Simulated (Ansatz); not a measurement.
**TiSe: a trial structure relaxed**

Aim: relax TiSe from this start, structure reported for this formula (P6_3/mmc, No. 194), and see where it ends.

Program: Ansatz 0.2.0. Level of theory: DFT r2SCAN, scalar-relativistic, plane waves, PAW. These are calculated values, not measurements.

1 further run of the same task is left out (it didn't finish).

**1. The structure to begin with**

It takes space group P6_3/mmc (No. 194, hexagonal). Conventional cell: a = 3.559 Å, b = 3.559 Å, c = 6.220 Å, α = 90.00°, β = 90.00°, γ = 120.00°. Ti (site symmetry -3m) is surrounded by 6 Se at 2.58 Å. Se (site symmetry -6m2) has 6 Ti at 2.58 Å as nearest neighbours.

Coordinates:

```cif
data_structure
_symmetry_space_group_name_H-M 'P 1'
_symmetry_Int_Tables_number 1
_cell_length_a 3.5590
_cell_length_b 3.5590
_cell_length_c 6.2200
_cell_angle_alpha 90.000
_cell_angle_beta 90.000
_cell_angle_gamma 120.000
_cell_volume 68.23
loop_
_atom_site_label
_atom_site_type_symbol
_atom_site_fract_x
_atom_site_fract_y
_atom_site_fract_z
_atom_site_occupancy
Ti1 Ti 0.00000 0.00000 0.00000 1
Ti2 Ti 0.00000 0.00000 0.50000 1
Se1 Se 0.33333 0.66667 0.25000 1
Se2 Se 0.66667 0.33333 0.75000 1
```

(A quick probe on a coarse mesh, which set the mesh and smearing, is not shown.)

**3. Coarse relaxation**

The input, input.yaml:

```yaml
crystal:
  lattice:
    - [3.5589980895, 0.0, 0.0]
    - [-1.7794990448, 3.0821827575, 0.0]
    - [0.0, 0.0, 6.22]
  atoms:
    - { symbol: Ti, position: [0.0, 0.0, 0.0], spin: 0.74 }
    - { symbol: Ti, position: [0.0, 0.0, 0.5], spin: 0.74 }
    - { symbol: Se, position: [0.3333333333, 0.6666666667, 0.25] }
    - { symbol: Se, position: [0.6666666667, 0.3333333333, 0.75] }
basis:
  ecutwfc: 500
kpoints:
  mp_grid: { grid: [6, 6, 4] }
hamiltonian:
  xc: r2scan
scf:
  occupations: { method: gaussian, width: 0.1 }
  lower_state_search: "off"
output:
  forces: true
  stress: true
  eigenvalues: true
  populations: true
magnetization:
  spin_polarized: true
relax:
  adjacent_minimum: "off"
  f_tol: 0.04
  max_steps: 70
  cell: { stress_tol: 0.4 }
```

Run with:

```
> ansatz run input.yaml --threads 1 --pin off --max-ram 2560MiB --backend cpu --events-out ev --progress --plain --runs-dir out
```

Further runs follow: full relaxation.

Q: Predict the outcome of this session.

**Answer**, as computed:

Formation energies count from the elements, computed with the same settings in runs not shown here.

| quantity | value |
| --- | --- |
| cell | a = 3.587 Å, b = 3.587 Å, c = 6.452 Å, α = 90.00°, β = 90.00°, γ = 120.00° |
| space group | P6_3/mmc (No. 194) |
| volume | 17.97 Å³/atom |
| gap on the mesh | none (metal) |
| formation energy from the elements | -1.219 eV/atom |
| largest moment | 0.79 μB |

The space group stayed P6_3/mmc, and from the first guess the volume went from 17.06 to 17.97 Å³/atom. With -1.22 eV/atom it lies under the elements, which doesn't yet make it stable against other compounds of them. The magnetic state reached may not be the lowest one. The small moment in this metal comes from r2SCAN alone, which enlarges such moments; no other functional was run here.
